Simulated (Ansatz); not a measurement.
# ZnO: the cost of one run

Program: Ansatz 0.2.0. Level of theory: plane waves, PAW. These are calculated values, not measurements.

2 further runs of the same task are left out: 2 that didn't finish.

### Step 1. The starting structure

Symmetry: P6_3mc, No. 186, hexagonal system. Conventional cell: a = 3.226 Å, b = 3.226 Å, c = 10.473 Å, α = 90.00°, β = 90.00°, γ = 120.00°. Zn (site symmetry 3m) is surrounded by 4 O at 1.97 to 1.98 Å. Zn (site symmetry 3m) is surrounded by 4 O at 1.97 Å. O (site symmetry 3m) has 4 Zn at 1.97 to 1.98 Å as nearest neighbours. O (site symmetry 3m) is surrounded by 4 Zn at 1.97 Å.

Coordinates:

```cif
data_structure
_symmetry_space_group_name_H-M 'P6_3mc'
_symmetry_Int_Tables_number 186
_cell_length_a 3.2265
_cell_length_b 3.2265
_cell_length_c 10.4726
_cell_angle_alpha 90.000
_cell_angle_beta 90.000
_cell_angle_gamma 120.000
_cell_volume 94.42
loop_
_atom_site_label
_atom_site_type_symbol
_atom_site_symmetry_multiplicity
_atom_site_Wyckoff_symbol
_atom_site_fract_x
_atom_site_fract_y
_atom_site_fract_z
_atom_site_occupancy
Zn1 Zn 2 a 0.00000 0.00000 0.99938 1
Zn2 Zn 2 b 0.33333 0.66667 0.24956 1
O1 O 2 a 0.00000 0.00000 0.18815 1
O2 O 2 b 0.33333 0.66667 0.43790 1
```

The cell was relaxed beforehand with r2SCAN; those runs aren't shown.

### Step 2. PBE, anion s p, 6×6×2

Contents of input.yaml:

```yaml
crystal:
  lattice:
    - [3.2264991538, 0.0, 0.0]
    - [-1.6132495769, 2.7942302324, 0.0]
    - [0.0, 0.0, 10.472602147]
  atoms:
    - { symbol: Zn, position: [0.0, 0.0, -0.0006159373] }
    - { symbol: Zn, position: [0.3333333333, 0.6666666667, 0.2495637822] }
    - { symbol: Zn, position: [0.0, 0.0, 0.4993840627] }
    - { symbol: Zn, position: [0.6666666667, 0.3333333333, 0.7495637822] }
    - { symbol: O, position: [0.0, 0.0, 0.1881525679] }
    - { symbol: O, position: [0.3333333333, 0.6666666667, 0.4378995872] }
    - { symbol: O, position: [0.0, 0.0, 0.6881525679] }
    - { symbol: O, position: [0.6666666667, 0.3333333333, 0.9378995872] }
kpoints:
  mp_grid: { grid: [9, 9, 2] }
  band_path:
    path:
      - [[0.0, 0.0, 0.0], [0.5, 8.271794068512e-17, 4.43268853986e-34], [0.3333333333333, 0.3333333333333, -3.034402115482e-34], [0.0, 0.0, 0.0], [4.974268723889e-51, -1.495158469479e-50, 0.5], [0.5, 8.271794068512e-17, 0.5], [0.3333333333333, 0.3333333333333, 0.5], [4.974268723889e-51, -1.495158469479e-50, 0.5]]
      - [[0.5, 8.271794068512e-17, 0.5], [0.5, 8.271794068512e-17, 4.43268853986e-34]]
      - [[0.3333333333333, 0.3333333333333, 0.5], [0.3333333333333, 0.3333333333333, -3.034402115482e-34]]
    npoints: 10
hamiltonian:
  xc: pbe
scf:
  occupations: { method: fixed }
  n_extra_bands: 6
output:
  forces: false
  stress: false
  eigenvalues: true
  wannier:
    kmesh: [6, 6, 2]
    projections: [{ species: O, l: s, shell: 2 }, { species: O, l: p, shell: 2 }]
    minimise: true
    write_hr: true
    conv_tol: 1.0e-08
    max_iter: 3000
```

Launch:

```
ansatz run input.yaml --threads 4 --pin off --max-ram 5529MiB --backend cpu --events-out ev --progress --plain --runs-dir out
```

Q: Estimate wall time and peak memory on 4 threads of Arm Neoverse V2, shared host.

About 9.4 s, with a peak of 0.47 GiB.
